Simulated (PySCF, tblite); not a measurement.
**C6H11FGeO2: geometry, infrared bands and NMR shifts**

Wanted: the infrared bands and NMR shifts of C6H11FGeO2 (`O=C[CH2][Ge@@H]1[CH2]OCC[C@H]1F`), by calculation.

Programs: tblite 0.8.0 and PySCF 2.14.0, with density-fitted response routines of our own. Each step states its level of theory. These are calculated values for one molecule in the gas phase, unless marked as measured. Atoms are numbered from 0 throughout.

### Step 1. The molecule as given

21 atoms, charge 0, multiplicity 1; geometry from: force field or distance geometry start.

Bonds of the start (Å): O0–C1 1.22, C1–C2 1.45, C2–Ge3 1.99, Ge3–C4 1.94, C4–O5 1.41, O5–C6 1.39, C6–C7 1.51, C7–C8 1.51, C8–F9 1.38, C8–Ge3 1.97, C1–H10 1.07, C2–H11 1.12, C2–H12 1.12, Ge3–H13 1.54, C4–H14 1.10, C4–H15 1.11, C6–H16 1.10, C6–H17 1.12, C7–H18 1.11, C7–H19 1.11, C8–H20 1.09.

### Step 2. Relaxing the molecule with GFN2-xTB

Job settings and geometry (Å):

```
{"job": {"kind": "relax", "xc": "GFN2-xTB", "basis": "xTB"}, "charge": 0, "multiplicity": 1}
O      3.375100     1.117700     0.176800
C      3.100200    -0.043200     0.433700
C      2.131200    -0.832800    -0.310600
Ge     0.424800     0.152100    -0.584000
C      0.066900     1.143400     1.042600
O     -1.321700     1.303700     1.232400
C     -2.059900     0.890800     0.130200
C     -2.176300    -0.612700     0.068400
C     -1.057900    -1.123700    -0.806500
F     -1.424100    -1.059100    -2.136000
H      3.621300    -0.481400     1.263400
H      1.936000    -1.825100     0.175700
H      2.510500    -1.034300    -1.341500
H      0.549100     1.107600    -1.786200
H      0.485700     0.629600     1.922800
H      0.532300     2.147900     1.003600
H     -1.581600     1.260200    -0.791100
H     -3.076900     1.351400     0.180800
H     -2.120000    -1.054200     1.080200
H     -3.158300    -0.874800    -0.380600
H     -0.765200    -2.146200    -0.574600
```

The run is started by

```console
$ OMP_NUM_THREADS=1 python probes_run.py task.json out
```

The driver reads the jobs from task.json and runs them one after another.

Output:

```text
step      E/eV     max force
  0    -902.86977    2.092
  1    -903.01884    2.143
  2    -903.07820    0.892
  3    -903.11604    0.492
  4    -903.16481    0.440
  5    -903.18663    0.420
  6    -903.21483    0.375
  7    -903.23711    0.321
  8    -903.26104    0.333
  9    -903.27850    0.344
 10    -903.29040    0.214
 11    -903.29896    0.206
 12    -903.30727    0.240
 13    -903.31641    0.313
 14    -903.32448    0.234
 15    -903.32952    0.127
 16    -903.33267    0.118
 17    -903.33541    0.141
 18    -903.33804    0.135
 19    -903.34027    0.099
 20    -903.34191    0.084
 21    -903.34323    0.082
 22    -903.34454    0.084
 23    -903.34595    0.089
 24    -903.34746    0.106
 25    -903.34900    0.088
 26    -903.35052    0.093
 27    -903.35214    0.098
 28    -903.35399    0.098
 29    -903.35618    0.109
 30    -903.35872    0.106
 31    -903.36160    0.131
 32    -903.36486    0.179
 33    -903.36858    0.188
 34    -903.37261    0.195
 35    -903.37660    0.183
 36    -903.38023    0.131
 37    -903.38364    0.148
 38    -903.38710    0.153
 39    -903.38771    0.505
 40    -903.39271    0.216
 41    -903.39540    0.106
 42    -903.39850    0.073
 43    -903.40056    0.095
 44    -903.40189    0.093
 45    -903.40319    0.086
 46    -903.40473    0.076
 47    -903.40631    0.100
 48    -903.40753    0.078
 49    -903.40859    0.113
 50    -903.40965    0.089
 51    -903.41180    0.094
 52    -903.41349    0.103
 53    -903.41606    0.095
 54    -903.41828    0.104
 55    -903.42063    0.111
 56    -903.42313    0.115
 57    -903.42617    0.112
 58    -903.42959    0.122
 59    -903.43328    0.159
 60    -903.43662    0.155
 61    -903.44028    0.164
 62    -903.44394    0.133
 63    -903.44703    0.137
 64    -903.45046    0.174
 65    -903.45577    0.200
 66    -903.46215    0.237
 67    -903.46772    0.229
 68    -903.46308    0.307
 69    -903.47374    0.109
 70    -903.47546    0.101
 71    -903.48089    0.120
 72    -903.48283    0.126
 73    -903.48729    0.122
 74    -903.49002    0.114
 75    -903.49298    0.107
 76    -903.49511    0.106
 77    -903.49715    0.112
 78    -903.49904    0.105
 79    -903.50082    0.083
 80    -903.50230    0.094
 81    -903.50360    0.083
 82    -903.50496    0.106
 83    -903.50669    0.112
 84    -903.50908    0.126
 85    -903.51135    0.094
 86    -903.51260    0.073
 87    -903.51369    0.070
 88    -903.51471    0.081
 89    -903.51589    0.100
 90    -903.51732    0.113
 91    -903.51913    0.122
 92    -903.52112    0.093
 93    -903.52286    0.086
 94    -903.52380    0.080
 95    -903.52454    0.076
 96    -903.52521    0.061
 97    -903.52623    0.048
 98    -903.52691    0.056
 99    -903.52794    0.067
100    -903.52874    0.070
101    -903.52942    0.051
102    -903.52998    0.047
103    -903.53054    0.051
104    -903.53114    0.052
105    -903.53187    0.073
106    -903.53288    0.094
107    -903.53437    0.108
108    -903.53638    0.112
109    -903.53868    0.102
110    -903.54093    0.096
111    -903.54301    0.111
112    -903.54555    0.120
113    -903.54876    0.123
114    -903.55240    0.121
115    -903.55576    0.114
116    -903.55913    0.164
117    -903.56030    0.336
118    -903.56603    0.203
119    -903.56923    0.122
120    -903.57253    0.219
121    -903.57582    0.223
122    -903.57972    0.153
123    -903.58315    0.158
124    -903.58661    0.132
125    -903.58913    0.100
126    -903.59024    0.079
127    -903.59120    0.082
128    -903.59205    0.059
129    -903.59269    0.070
130    -903.59377    0.076
131    -903.59449    0.076
132    -903.59529    0.060
133    -903.59584    0.050
134    -903.59638    0.052
135    -903.59698    0.055
136    -903.59768    0.064
137    -903.59827    0.051
138    -903.59866    0.050
139    -903.59892    0.037
140    -903.59914    0.033
141    -903.59933    0.027
142    -903.59947    0.024
143    -903.59960    0.026
144    -903.59975    0.028
145    -903.59992    0.029
146    -903.60011    0.027
147    -903.60029    0.027
148    -903.60046    0.024
149    -903.60060    0.023
150    -903.60072    0.020
151    -903.60083    0.021
152    -903.60093    0.019
153    -903.60102    0.026
154    -903.60109    0.022
155    -903.60115    0.021
156    -903.60121    0.020
157    -903.60127    0.021
158    -903.60133    0.020
159    -903.60137    0.015
160    -903.60142    0.016
161    -903.60146    0.019
162    -903.60151    0.021
163    -903.60158    0.018
164    -903.60166    0.022
165    -903.60176    0.026
166    -903.60188    0.025
167    -903.60200    0.024
168    -903.60212    0.022
169    -903.60223    0.022
170    -903.60233    0.022
171    -903.60241    0.023
172    -903.60247    0.017
173    -903.60252    0.013
174    -903.60255    0.010
175    -903.60256    0.010
```

Run time: 9.1 s. Hardware: 1 thread of AMD EPYC, shared host.

The steps of the relaxation: (not every step is listed)

```csv
step,energy from step 0 (eV),largest force (eV/Å)
0,0.0000,2.0922
1,-0.1491,2.1430
2,-0.2084,0.8922
3,-0.2463,0.4920
4,-0.2950,0.4401
5,-0.3169,0.4198
6,-0.3451,0.3747
7,-0.3673,0.3209
8,-0.3913,0.3330
24,-0.4777,0.1060
40,-0.5229,0.2159
56,-0.5534,0.1150
72,-0.6131,0.1257
88,-0.6449,0.0805
104,-0.6614,0.0519
120,-0.7028,0.2195
136,-0.7279,0.0643
152,-0.7312,0.0194
168,-0.7323,0.0221
170,-0.7326,0.0219
171,-0.7326,0.0228
172,-0.7327,0.0168
173,-0.7328,0.0132
174,-0.7328,0.0102
175,-0.7328,0.0096
```

Close pairs (by a distance rule), those that changed most:

```csv
bond,before (Å),after (Å),change (Å)
Ge3–C4,1.938,2.003,+0.065
Ge3–C8,1.969,2.011,+0.043
C1–H10,1.073,1.106,+0.033
Ge3–H13,1.541,1.510,-0.031
C2–H11,1.122,1.092,-0.030
C1–C2,1.455,1.484,+0.029
C2–H12,1.117,1.090,-0.027
C6–H17,1.118,1.094,-0.024
```

The final coordinates are the input of the step that follows.

### Step 3. Vibrational analysis with GFN2-xTB

Job settings and geometry (Å):

```
{"job": {"kind": "ir", "xc": "GFN2-xTB", "basis": "xTB"}, "charge": 0, "multiplicity": 1}
O      3.331602     0.813856     0.214249
C      3.179500    -0.349160     0.473801
C      1.905000    -1.063994     0.217727
Ge     0.723870     0.252016    -0.725638
C     -0.011400     1.591593     0.569126
O     -0.972913     0.934575     1.370802
C     -2.129466     0.539923     0.668372
C     -1.957671    -0.770868    -0.105723
C     -0.999261    -0.627298    -1.276016
F     -1.553529     0.244336    -2.217545
H      3.996882    -0.942738     0.925110
H      1.468278    -1.351408     1.176394
H      2.092294    -1.987117    -0.331359
H      1.371036     0.792780    -1.977816
H      0.751201     1.965317     1.251001
H     -0.461677     2.446873     0.052018
H     -2.446067     1.333431    -0.021489
H     -2.900940     0.407175     1.432421
H     -1.560685    -1.532716     0.568366
H     -2.937489    -1.095910    -0.464354
H     -0.897486    -1.583722    -1.799920
```

Output:

```text
mode    cm-1     km/mol
  1      43.5      0.41
  2      57.5      4.30
  3      76.6      1.80
  4      95.5      6.11
  5     112.8      3.55
  6     156.0     16.11
  7     174.6      3.43
  8     233.4      7.37
  9     253.1     21.01
 10     272.6      9.60
 11     398.0      5.46
 12     440.7     15.66
 13     470.7      7.18
 14     515.1     10.79
 15     527.8     11.91
 16     570.7     37.34
 17     617.5     10.72
 18     637.9    104.57
 19     657.3    124.65
 20     715.2     47.27
 21     771.0     42.07
 22     827.8     40.83
 23     864.7     18.66
 24     877.3      3.02
 25     948.5     48.24
 26     971.3      7.62
 27     976.6     21.43
 28    1062.1     26.70
 29    1075.3     44.77
 30    1076.8     25.01
 31    1104.1     14.03
 32    1157.5     11.25
 33    1166.1     26.42
 34    1196.1     83.43
 35    1228.4     13.81
 36    1237.5     12.14
 37    1261.8     18.64
 38    1282.1      4.73
 39    1332.7      0.24
 40    1343.2     14.22
 41    1344.8     25.85
 42    1386.1     30.56
 43    1429.5      2.51
 44    1450.4      4.16
 45    1460.0      0.50
 46    1763.6    222.96
 47    1942.4    379.44
 48    2772.7    163.14
 49    2879.7     35.17
 50    2898.5     23.82
 51    2900.1     62.53
 52    2951.8      7.97
 53    2958.5     21.87
 54    2967.1     64.40
 55    2973.9      9.08
 56    2980.3     36.24
 57    2984.8     19.60
```

It took 4.3 s on 1 thread of AMD EPYC, shared host.

Which atoms move in the most intense modes:

```csv
cm⁻¹,km/mol,atoms
638,104.6,"H13 60 %, C4 12 %"
657,124.7,"H13 51 %, C2 11 %"
1196,83.4,"C2 40 %, H12 26 %, H11 16 %, C1 14 %"
1764,223.0,"C1 59 %, O0 39 %"
1942,379.4,H13 98 %
2773,163.1,H10 94 %
2900,62.5,"H20 77 %, H16 16 %"
2967,64.4,"H19 76 %, H17 11 %"
```

### Step 4. Shielding tensors: PBE0/pcSseg-1

Same as in step 3 but for these lines:

```diff
@@ -1,2 +1,2 @@
-{"job": {"kind": "ir", "xc": "GFN2-xTB", "basis": "xTB"}, "charge": 0, "multiplicity": 1}
+{"job": {"kind": "nmr", "xc": "PBE0", "basis": "pcSseg-1"}, "charge": 0, "multiplicity": 1}
 O      3.331602     0.813856     0.214249
```

With the program's defaults for keys left out, this is: GIAO PBE0/pcSseg-1 NMR shielding, non-relativistic, gas phase.

Output:

```text
coarse grid: 81352 points
cycle   1  E = -2561.2331436147  dE =  6.719e-01  |g| = 1.284e+00  |ddm| = 4.183e+00
cycle   2  E = -2560.7700761856  dE =  4.631e-01  |g| = 2.005e+00  |ddm| = 2.567e+00
cycle   3  E = -2561.4262183306  dE = -6.561e-01  |g| = 3.929e-01  |ddm| = 2.033e+00
cycle   4  E = -2561.4518467364  dE = -2.563e-02  |g| = 1.165e-01  |ddm| = 3.265e-01
cycle   5  E = -2561.4537785361  dE = -1.932e-03  |g| = 3.542e-02  |ddm| = 1.034e-01
cycle   6  E = -2561.4539912996  dE = -2.128e-04  |g| = 9.599e-03  |ddm| = 3.161e-02
cycle   7  E = -2561.4540057587  dE = -1.446e-05  |g| = 1.639e-03  |ddm| = 7.493e-03
cycle   8  E = -2561.4540062732  dE = -5.145e-07  |g| = 6.745e-04  |ddm| = 2.161e-03
final grid: 173400 points
cycle   9  E = -2561.4541305240  dE = -4.544e-08  |g| = 1.037e-03  |ddm| = 3.844e-03
cycle  10  E = -2561.4541301207  dE =  4.034e-07  |g| = 1.836e-03  |ddm| = 1.873e-03
cycle  11  E = -2561.4541307091  dE = -5.885e-07  |g| = 1.903e-04  |ddm| = 1.278e-03
cycle  12  E = -2561.4541307158  dE = -6.655e-09  |g| = 2.507e-05  |ddm| = 1.554e-04
cycle  13  E = -2561.4541307159  dE = -9.959e-11  |g| = 7.379e-06  |ddm| = 2.384e-05
converged SCF energy = -2561.4541307159

GIAO shielding tensors (ppm)
atom      isotropic    diamagn.    paramagn.     s11        s22        s33       span
  0 O     -368.744     405.105    -773.849   -969.791   -456.003    319.560   1289.351
  1 C      -22.511     246.130    -268.641   -116.996    -51.721    101.184    218.179
  2 C      151.567     257.927    -106.361    127.099    130.546    197.054     69.955
  3 Ge    1472.544    2755.657   -1283.113   1399.406   1456.549   1561.677    162.271
  4 C      118.449     248.279    -129.830     83.344     93.037    178.966     95.622
  5 O      308.314     396.995     -88.681    252.900    302.533    369.509    116.608
  6 C      118.106     243.726    -125.620     88.021     98.018    168.279     80.258
  7 C      147.712     250.351    -102.639    137.746    149.182    156.209     18.463
  8 C       95.009     249.168    -154.158     49.523     74.932    160.574    111.051
  9 F      416.093     476.761     -60.668    348.502    443.919    455.857    107.356
 10 H       21.414      24.352      -2.938     18.774     19.351     26.116      7.342
 11 H       29.173      33.469      -4.297     24.854     28.964     33.700      8.846
 12 H       29.401      31.746      -2.345     25.608     27.781     34.815      9.206
 13 H       27.202      30.067      -2.865     20.507     22.544     38.556     18.049
 14 H       27.337      30.559      -3.223     22.297     27.082     32.631     10.334
 15 H       27.420      30.271      -2.851     22.205     27.365     32.689     10.485
 16 H       27.985      29.759      -1.774     23.779     28.039     32.138      8.359
 17 H       27.820      28.360      -0.540     22.483     26.862     34.114     11.630
 18 H       30.000      32.051      -2.050     26.703     28.434     34.863      8.161
 19 H       29.608      29.555       0.053     25.074     27.354     36.395     11.321
 20 H       26.463      31.907      -5.444     23.514     26.479     29.395      5.881
```

Wall time 2.6 min (1 thread of AMD EPYC, shared host); peak memory 1.1 GiB.

The references, computed at this level on geometries of the same kind, shield at (ppm): 1H TMS 31.72, 13C TMS 186.9, 19F CFCl3 170.9, 17O H2O 336.1, 73Ge GeMe4 1331. Their shielding less the atom's gives the shift. The references are single molecules in the gas phase, so shifts against H2O, NH3, PH3, H3PO4 or CFCl3 are not on the usual liquid scales and can be off by tens of ppm.

```csv
atoms,environment,σ (ppm),δ (ppm)
C1,aldehyde carbonyl carbon,-22.5,209.4
C8,sp3 CH bonded to F and Ge,95.0,91.9
C6,sp3 CH2 bonded to O,118.1,68.8
C4,sp3 CH2 bonded to Ge and O,118.4,68.5
C7,sp3 CH2 in a ring,147.7,39.2
C2,"sp3 CH2 bonded to Ge, α to a carbonyl",151.6,35.4
H10,hydrogen on an aldehyde carbonyl carbon,21.41,10.30
H20,hydrogen on an sp3 CH bonded to F and Ge,26.46,5.25
H13,"hydrogen on a germanium bonded to 3 C, in a 6-membered ring",27.20,4.51
H14,hydrogen on an sp3 CH2 bonded to Ge and O,27.34,4.38
H15,hydrogen on an sp3 CH2 bonded to Ge and O,27.42,4.30
H17,hydrogen on an sp3 CH2 bonded to O,27.82,3.90
H16,hydrogen on an sp3 CH2 bonded to O,27.99,3.73
H11,"hydrogen on an sp3 CH2 bonded to Ge, α to a carbonyl",29.17,2.54
H12,"hydrogen on an sp3 CH2 bonded to Ge, α to a carbonyl",29.40,2.32
H19,hydrogen on an sp3 CH2 in a ring,29.61,2.11
H18,hydrogen on an sp3 CH2 in a ring,30.00,1.72
O0,aldehyde oxygen,-368.7,704.8
O5,ether oxygen,308.3,27.8
Ge3,"germanium bonded to 3 C, H, in a 6-membered ring",1473,-142
F9,fluorine on an sp3 carbon,416.1,-245.1
```

Charges from the same density, by scheme (e):

```csv
atoms,Mulliken,IAO,Hirshfeld,ESP fit
O0,-0.36,-0.39,-0.20,-0.49
C1,0.26,0.28,0.14,0.57
C2,-0.57,-0.57,-0.16,-0.40
Ge3,0.60,0.73,0.34,0.46
C4,-0.16,-0.28,-0.08,-0.20
O5,-0.51,-0.39,-0.15,-0.34
C6,0.07,-0.06,0.00,0.06
C7,-0.23,-0.29,-0.09,-0.07
C8,-0.08,-0.06,-0.02,-0.02
F9,-0.35,-0.34,-0.13,-0.24
```

Mayer bond orders: O0–C1 1.98, C1–C2 0.98, C2–Ge3 0.87, Ge3–C4 0.94, C4–O5 0.89, O5–C6 0.93, C6–C7 1.02, C7–C8 1.01, C8–F9 0.80, C8–Ge3 0.85.

Ring of atoms Ge3, C4, O5, C6, C7, C8: NICS(0) -0.5, NICS(1) -0.9, NICS(1)zz 5.0 ppm (means of both faces).

### Step 5. Results

```
                                 quantity                                                                  value
strongest single infrared mode (GFN2-xTB)                                                  1942 cm⁻¹, 379 km/mol
             zero-point energy (GFN2-xTB)                                                          98.4 kcal/mol
   13C shifts against TMS (PBE0/pcSseg-1)                                209.4, 91.9, 68.8, 68.5, 39.2, 35.4 ppm
    1H shifts against TMS (PBE0/pcSseg-1)  10.30, 5.25, 4.51, 4.38, 4.30, 3.90, 3.73, 2.54, 2.32, 2.11, 1.72 ppm
   17O shifts against H2O (PBE0/pcSseg-1)                                                        704.8, 27.8 ppm
73Ge shifts against GeMe4 (PBE0/pcSseg-1)                                                               -142 ppm
 19F shifts against CFCl3 (PBE0/pcSseg-1)                                                             -245.1 ppm
```

In words: Over 175 steps the energy fell by 0.733 eV; of the close pairs, Ge3–C4 changed most, 1.938 to 2.003 Å. All 57 modes are real, so the xTB geometry is a minimum. The strongest single mode, at 1942 cm⁻¹, moves mainly H13. GFN2-xTB is a fitted tight-binding method: band positions and strengths are rough. Its intensities can rank the bands wrongly. The most deshielded carbon is C1 (aldehyde carbonyl carbon), at 209.4 ppm: the double bond to the heteroatom, with no lone-pair donor beside it, deshields it most. H10 (hydrogen on an aldehyde carbonyl carbon) lies farthest downfield among hydrogen, at 10.30 ppm; the formyl region, downfield of aromatic protons. At PBE0/pcSseg-1: The widest tensor belongs to O0: span 1289 ppm, with a paramagnetic part of -774 ppm. Spin-orbit coupling is left out, which matters for shieldings and couplings at and beside the heavy atoms.
